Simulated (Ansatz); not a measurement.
# CH2ClNSi: taking an electron away

The task here is to estimate one member of a computed series from the others.

Program: Ansatz 0.2.0, Gaussian basis. Level of theory: unrestricted cation, the program's frozen cores in correlated methods. These are calculated values, not measurements.

Plan: UKS PBE-D4/def2-TZVPP; UKS r2SCAN-D4/def2-TZVPP; UKS PBE0-D4/def2-TZVPP; UKS B3LYP-D4/def2-TZVPP; UKS wB97X-V/def2-TZVPP; UKS wB97M-V/def2-TZVPP; UKS B2PLYP/def2-TZVPP; UHF-CCSD(T)/def2-TZVPP; UHF-MP2/def2-QZVPP; extrapolation to the limit; then −ε(HOMO) from the neutral's earlier runs with LDA (SPW92), PBE-D4, revPBE-D4, BLYP-D4, r2SCAN-D4, B97M-V, PBE0-D4, B3LYP-D4, r2SCANh-D4, r2SCAN0-D4, HSE06-D4, BHLYP-D4, CAM-B3LYP-D4, LC-ωPBE, ωB97X-V, ωB97M-V.

## The geometry

All runs share one geometry, relaxed beforehand with PBE0-D4 in a triple-zeta def2 set.

SMILES `ClC1=N[SiH2]1`, 6 atoms, charge 0, spin multiplicity 1.

Atoms are counted from 1 here; the program's logs count them from 0.

Bond lengths: Cl1–C2 1.709 Å, C2–N3 1.266 Å, C2–Si4 1.774 Å, N3–Si4 1.800 Å, Si4–H5 1.476 Å, Si4–H6 1.476 Å. Angles: Cl1–C2–N3 129.9°, Cl1–C2–Si4 159.7°, N3–C2–Si4 70.4°, C2–N3–Si4 68.1°, C2–Si4–N3 41.5°, C2–Si4–H5 121.8°, C2–Si4–H6 121.8°, N3–Si4–H5 118.3°, N3–Si4–H6 118.3°, H5–Si4–H6 114.6°.

Coordinates:

```mol
CH2ClNSi
  3D, bonds by distance, orders not assigned

  6  6  0  0  0  0  0  0  0  0999 V2000
   -1.2322   -2.3293    0.0307 Cl  0  0
   -0.2655   -0.9203    0.0266 C   0  0
    0.9896   -0.7961    0.1315 N   0  0
    0.1707    0.7972   -0.0452 Si  0  0
    0.3007    1.5125   -1.3293 H   0  0
    0.0789    1.6720    1.1396 H   0  0
  1  2  8  0
  2  3  8  0
  3  4  8  0
  4  5  8  0
  4  6  8  0
  2  4  8  0
M  END
```

The first run:

in.yaml

```yaml
crystal:
  periodic: [false, false, false]
  atoms:
    - {symbol: Cl, position_ang: [-1.232233, -2.329301, 0.030696]}
    - {symbol: C, position_ang: [-0.265542, -0.920305, 0.026581]}
    - {symbol: N, position_ang: [0.989554, -0.796100, 0.131494]}
    - {symbol: Si, position_ang: [0.170658, 0.797247, -0.045186]}
    - {symbol: H, position_ang: [0.300661, 1.512459, -1.329255]}
    - {symbol: H, position_ang: [0.078902, 1.672001, 1.139570]}
basis:
  gaussian: {orbitals: def2-TZVPP}
total_charge: 1
magnetization: {spin_polarized: true, initial_magnetization: 1}
hamiltonian: {xc: pbe, dispersion: d4}
```

Started as:

```console
$ ansatz run in.yaml --threads 2 --pin off --events-out ev --progress --plain --max-ram 4352MiB
```

Among the steps run: Cation, UKS PBE-D4/def2-TZVPP; Cation, UKS r2SCAN-D4/def2-TZVPP; Cation, UKS PBE0-D4/def2-TZVPP; Cation, UKS B3LYP-D4/def2-TZVPP; Cation, UKS wB97X-V/def2-TZVPP; Cation, UKS wB97M-V/def2-TZVPP; Cation, UKS B2PLYP (frozen core)/def2-TZVPP; Cation, UHF-CCSD(T)/def2-TZVPP; Cation, UHF-MP2/def2-QZVPP.

One table of the session follows, with a row left open; its other results are not shown here.

It belongs to the step «Ionisation energies side by side». Orbital estimates, from the neutral's runs:

```
  functional  −ε(HOMO) (eV)
 LDA (SPW92)           6.25
      PBE-D4           6.08
   revPBE-D4           6.02
     BLYP-D4              ?
   r2SCAN-D4           6.31
      B97M-V           6.37
     PBE0-D4           7.28
    B3LYP-D4           7.06
  r2SCANh-D4           6.76
  r2SCAN0-D4           7.43
    HSE06-D4           6.88
    BHLYP-D4           8.37
CAM-B3LYP-D4           8.58
     LC-ωPBE           9.88
     ωB97X-V           9.54
     ωB97M-V           9.43
```

Estimate the missing values for BLYP-D4.

Worked estimate for «−ε(HOMO) (eV)». Against the share of exact exchange, B3LYP-D4 (0.2, 7.06), BHLYP-D4 (0.5, 8.37) give a slope of 4.37 per unit share; at 0 the line stands at 6.19.

**Answer.** −ε(HOMO) (eV): 5.93. In «−ε(HOMO) (eV)» the line misses by +0.26.
